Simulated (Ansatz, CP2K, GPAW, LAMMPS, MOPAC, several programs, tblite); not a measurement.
# What cheap methods get right for BN

How much accuracy does each second buy? BN is computed with 14 methods, from the cheapest up to r2SCAN.

The COD entry's cell or inner coordinates are ideal or old and differ from later refinements, so a difference from it is no clean test against experiment.

Program: LAMMPS, MOPAC, CP2K, tblite, GPAW, Ansatz (versions at each run). Level of theory: no spin polarisation, static lattice; gaps from single points on the cell relaxed beforehand with r²SCAN. These are calculated values, not measurements.

7 further runs of the same task are left out: 7 set aside as unsound or not needed.

**1. The system as given**

It takes space group P6_3mc (No. 186, hexagonal). Conventional cell: a = 2.544 Å, b = 2.544 Å, c = 4.208 Å, α = 90.00°, β = 90.00°, γ = 120.00°. B (site symmetry 3m) is surrounded by 4 N at 1.56 to 1.58 Å. N (site symmetry 3m) is surrounded by 4 B at 1.56 to 1.58 Å.

As a file:

```cif
data_structure
_symmetry_space_group_name_H-M 'P 1'
_symmetry_Int_Tables_number 1
_cell_length_a 2.5439
_cell_length_b 2.5439
_cell_length_c 4.2078
_cell_angle_alpha 90.000
_cell_angle_beta 90.000
_cell_angle_gamma 120.000
_cell_volume 23.58
loop_
_atom_site_label
_atom_site_type_symbol
_atom_site_fract_x
_atom_site_fract_y
_atom_site_fract_z
_atom_site_occupancy
B1 B 0.66667 0.33333 0.00020 1
B2 B 0.33333 0.66667 0.50020 1
N1 N 0.66667 0.33333 0.37480 1
N2 N 0.33333 0.66667 0.87480 1
```

**Question.** The methods are BN.extep, BNC.tersoff, PM6, PM7, DFTB, GFN1-xTB (tblite), GFN2-xTB (tblite), PBE/DZVP, PBE/single-zeta, PBE/SZV, coarse PBE, GLLB-SC, PBE, r2SCAN. What gap does r2SCAN give on this cell, and which other methods (full PBE left aside) come nearest to r2SCAN and farthest in gap, volume and bulk modulus?

| quantity | value |
| --- | --- |
| r2SCAN | gap 5.75 eV, 5.90 Å³/atom, B₀ 392 GPa |
| gap: nearest and farthest of the other methods | PBE/DZVP (-0.46 eV), GFN1-xTB (tblite) (+3.84 eV) |
| volume: nearest and farthest of the other methods | GFN1-xTB (tblite) (+0.3 %), BNC.tersoff (-9.6 %) |
| bulk modulus: nearest and farthest of the other methods | GFN1-xTB (tblite) (-1 %), PM7 (+31 %) |

Among the 10 methods compared for the gap (full PBE left aside), PBE/DZVP is nearest to r2SCAN and GFN1-xTB (tblite) farthest. For the volume, of the 7 methods compared (full PBE left aside), GFN1-xTB (tblite) comes nearest to r2SCAN and BNC.tersoff is farthest. Among the 7 methods compared for the bulk modulus (full PBE left aside), GFN1-xTB (tblite) is nearest to r2SCAN and PM7 farthest. Classical potentials are fitted to lattice constants of common crystals, so a close volume there is built in, not predicted. A minimal basis or a coarse cutoff and mesh shifts results by its own error, so closeness to r2SCAN can be chance. Cluster runs see only the k-points that fold onto the zone centre, so their gaps can miss the band edges. GLLB-SC is compared with its derivative discontinuity added. No volume is given for PM6, DFTB, PBE/single-zeta, coarse PBE, which can hide a larger miss. CPU times run from 0.11 s (BN.extep) to 70 s (PBE/single-zeta). On this cell PM6, PM7, GFN2-xTB (tblite), PBE/DZVP, PBE/single-zeta, PBE/SZV, GLLB-SC cost more than r2SCAN itself (7.3 s), so they are no saving here. r2SCAN is a yardstick, not the truth: it usually gives gaps below the measured ones.
